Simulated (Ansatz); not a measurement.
I need an atomisation energy of C2H3NTe, SMILES C1=NC[Te]1. Use Ansatz's Python interface. Level of theory (for the species named): B3LYP, def2-SVP basis, multiplicity 1.

```xyz
7

C    -0.7733    0.6651   -0.5576
N     0.3389    0.9431    0.0096
C     0.5874   -0.4025    0.4069
Te   -0.7948   -1.4318   -0.3688
H    -1.5329    1.3546   -1.0799
H     0.6112   -0.4625    1.5280
H     1.6247   -0.7341    0.0161
```

`run_tae.py`:
```python
"""Energy to split C2H3NTe into its atoms."""

from collections import Counter

import ansatz as az
from ase import Atoms


def energy(molecule, charge=0, unpaired=0):
    calc = (
        molecule.calculation()
        .basis(gaussian="def2-SVP")
        .functional("b3lyp")
    )
    if charge:
        calc = calc.charge(charge)
    if unpaired:
        calc = calc.spin("collinear", total=unpaired)
    return calc.run(threads=1, pin="off").report["free_energy_ev"]

atoms = Atoms(["C", "N", "C", "Te", "H", "H", "H"], positions=[
    [-0.7733, 0.6651, -0.5576],
    [0.3389, 0.9431, 0.0096],
    [0.5874, -0.4025, 0.4069],
    [-0.7948, -1.4318, -0.3688],
    [-1.5329, 1.3546, -1.0799],
    [0.6112, -0.4625, 1.528],
    [1.6247, -0.7341, 0.0161],
])
geometry = az.Crystal.molecule_from_ase(atoms)

# unpaired electrons of the ground-state atoms
unpaired = {"C": 2, "N": 3, "Te": 2, "H": 1}
counts = Counter(site.symbol for site in geometry.cartesian_sites)
atom_energy = {s: energy(az.Crystal.molecule().atom(s, (0, 0, 0)), 0, unpaired[s]) for s in counts}
whole = energy(geometry, 0, 0)
for s, e in atom_energy.items():
    print(f"{s:2s} x{counts[s]}  {e:14.5f} eV")
print(f"C2H3NTe: {whole:.5f} eV")
split = sum(counts[s] * e for s, e in atom_energy.items()) - whole
print(f"atomisation energy (no zero-point term): {23.060548 * split:.1f} kcal/mol, {split / sum(counts.values()):.3f} eV an atom")
```

`python run_tae.py` gives:
```text
C  x2     -1028.97301 eV
N  x1     -1484.04864 eV
Te x1     -7294.40193 eV
H  x3       -13.63995 eV
C2H3NTe: -10902.39190 eV
atomisation energy (no zero-point term): 578.3 kcal/mol, 3.582 eV an atom
```

578.3 kcal/mol from the electronic energies, without the zero-point term.

Caveats:
- Total energies depend on the basis set; only differences at equal settings carry meaning.
- The geometry is a force-field or estimated start, not a minimum of this method, and the basis set is short of its limit. All parts are taken at fixed geometry, without zero-point energy.
- def2 sets replace the cores of elements past krypton by effective core potentials.
- b3lyp holds the VWN-RPA fit, as in Gaussian; the form of ORCA and Turbomole is b3lyp5.
- The spin-orbit lowering of heavy atoms is left out.
- Finished in 4.4 s on 1 thread of Arm Neoverse V1, with other jobs on the host, peak memory 0.23 GiB.
